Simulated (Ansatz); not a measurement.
**SnH3OF (SMILES [OH][SnH2][F]) at PBE-QIDH/def2-SVPD (core potential)**

Aim: the electronic atomisation energy of SnH3OF at PBE-QIDH/def2-SVPD (core potential), from 5 runs. 

The calculation is run with Ansatz 0.2.0.

73 further runs of the same task are left out: 73 set aside as unsound or not needed.

## 1. The structure to begin with

The species is SnH3OF (6 atoms), meant as a singlet with charge 0. SMILES: `[OH][SnH2][F]`. The coordinates come from a PBE0-D4/def2-TZVP relaxation. This is one conformer, not always the lowest.

Bond lengths: O1–Sn2 1.948 Å, Sn2–F3 1.922 Å, O1–H4 0.960 Å, Sn2–H5 1.701 Å, Sn2–H6 1.692 Å. Angles: O1–Sn2–F3 105.3°, O1–Sn2–H5 111.8°, O1–Sn2–H6 106.0°, F3–Sn2–H5 104.3°, F3–Sn2–H6 107.5°, Sn2–O1–H4 114.0°, H5–Sn2–H6 120.8°.

## 2. The energy at PBE-QIDH/def2-SVPD (core potential)

The input, run.yaml:

```yaml
crystal:
  periodic: [false, false, false]
  atoms:
    - {symbol: O, position_ang: [-1.414400, -0.333000, -0.425000]}
    - {symbol: Sn, position_ang: [0.302300, 0.255900, 0.283700]}
    - {symbol: F, position_ang: [1.409100, -1.315100, 0.302100]}
    - {symbol: H, position_ang: [-1.368600, -0.685700, -1.316700]}
    - {symbol: H, position_ang: [1.096100, 1.317100, -0.782100]}
    - {symbol: H, position_ang: [0.017500, 0.696700, 1.891900]}
basis:
  gaussian: {orbitals: def2-SVPD}
hamiltonian: {xc: {name: PBE-QIDH}}
correlation: {frozen_orbitals: {F: 1, H: 0, O: 1, Sn: 4}}
accuracy: high
output: {orbitals: {seedname: orbitals}}
```

Command:

```sh
$ ansatz run run.yaml --threads 1 --pin off --max-ram 3480MiB --events-out events.jsonl --progress --plain --runs-dir runs
```

What it wrote:

```text
Warning: RAYON_NUM_THREADS=1 ignored (pool sized by the plan → 1); use --threads N
Functional definition: PBE-QIDH
  name "PBE-QIDH"
  parameter a = 3^(-1/3)
  parameter c = 1/3
  exchange = (1 - a)*pbe_x + a*exact_x
  correlation = (1 - c)*pbe_c + c*(mp2_os + mp2_ss)
2210 factors; integrals over basis functions are off by at most 2.9e-9 eV
mean field evaluation 1: about -10617.6522 eV, gradient 5.2e1 eV
mean field evaluation 2: about -10617.7123 eV, gradient 5.2e1 eV
mean field evaluation 4: about -10622.4788 eV, gradient 2.2e0 eV
mean field evaluation 8: about -10622.5004 eV, gradient 5.2e-2 eV
mean field evaluation 16: about -10622.5004 eV, gradient 6.1e-6 eV
mean field -10622.50036229 eV, -390.3696881247 hartree, gradient 2.4e-8 eV, S^2 0.000000; 0 other end points of the search recorded, 0 dependent functions left out
6 core orbitals not correlated: weight in the atoms' cores, before any rotation towards them, 1.000 or more for the frozen orbitals, at most 0.000 for the correlated occupied ones
reference -10622.50036362 eV, -390.3696881738 hartree; 15, 15 occupied and 81, 81 virtual orbitals, 2210 factors
second order -16.33339773 eV of doubles, -0.00000000 eV of singles
Total energy: -10627.94482953 eV, -390.5697686056 hartree
```

Run time: 13 s. Hardware: 1 thread of Arm Neoverse V1, shared host; peak memory 0.35 GiB.

## 3. The F atom at the same level

The input, job.yaml:

```yaml
crystal:
  periodic: [false, false, false]
  atoms:
    - {symbol: F, position_ang: [0.000000, 0.000000, 0.000000]}
basis:
  gaussian:
    orbitals: def2-SVPD
magnetization:
  spin_polarized: true
  initial_magnetization: 1
hamiltonian:
  xc: {name: PBE-QIDH}
correlation:
  frozen_orbitals: {F: 1}
accuracy: high
```

Run the same way, it converges to -99.52818 Eh (log not shown).

## 4. The H atom, same level

The input, molecule.yaml:

```yaml
crystal:
  periodic: [false, false, false]
  atoms:
    - {symbol: H, position_ang: [0.000000, 0.000000, 0.000000]}
basis:
  gaussian: {orbitals: def2-SVPD}
magnetization: {spin_polarized: true, initial_magnetization: 1}
hamiltonian: {xc: {name: PBE-QIDH}}
correlation: {frozen_orbitals: {H: 0}}
accuracy: high
```

Run the same way, it converges to -0.50124 Eh (log not shown).

## 5. The O atom, same level

The input, molecule.yaml:

```yaml
crystal:
  periodic: [false, false, false]
  atoms:
    - symbol: O
      position_ang: [0.000000, 0.000000, 0.000000]
basis:
  gaussian:
    orbitals: def2-SVPD
total_charge: 0
magnetization:
  spin_polarized: true
  initial_magnetization: 2
hamiltonian:
  xc: {name: PBE-QIDH}
correlation:
  frozen_orbitals: {O: 1}
accuracy: high
```

Run the same way, it converges to -74.90879 Eh (log not shown).

## 6. The Sn atom, same level

The input, molecule.yaml:

```yaml
crystal:
  periodic: [false, false, false]
  atoms:
    - symbol: Sn
      position_ang: [0.000000, 0.000000, 0.000000]
basis:
  gaussian: {orbitals: def2-SVPD}
magnetization: {spin_polarized: true, initial_magnetization: 2}
hamiltonian: {xc: {name: PBE-QIDH}}
correlation: {frozen_orbitals: {Sn: 4}}
accuracy: high
```

Run the same way, it converges to -213.97952 Eh (log not shown).

## 7. Summary of results

At PBE-QIDH/def2-SVPD (core potential), 6 core orbitals frozen:

| quantity | value |
| --- | --- |
| molecule: total energy | -390.56977 Eh |
| molecule: HOMO energy (SCF part's orbitals) | -11.60 eV |
| molecule: LUMO energy (SCF part's orbitals) | 0.95 eV |
| molecule: HOMO–LUMO gap (SCF part's orbitals) | 12.56 eV |
| F atom: total energy | -99.52818 Eh |
| F atom: ⟨S²⟩ | 0.753 |
| H atom: total energy | -0.50124 Eh |
| H atom: ⟨S²⟩ | 0.750 |
| O atom: total energy | -74.90879 Eh |
| O atom: ⟨S²⟩ | 2.006 |
| Sn atom: total energy | -213.97952 Eh |
| Sn atom: ⟨S²⟩ | 2.007 |
| electronic atomisation energy | 17.675 eV |

**Reading.** Taking the molecule apart into free atoms costs 17.68 eV (408 kcal/mol), before zero-point energy and without spin-orbit coupling.
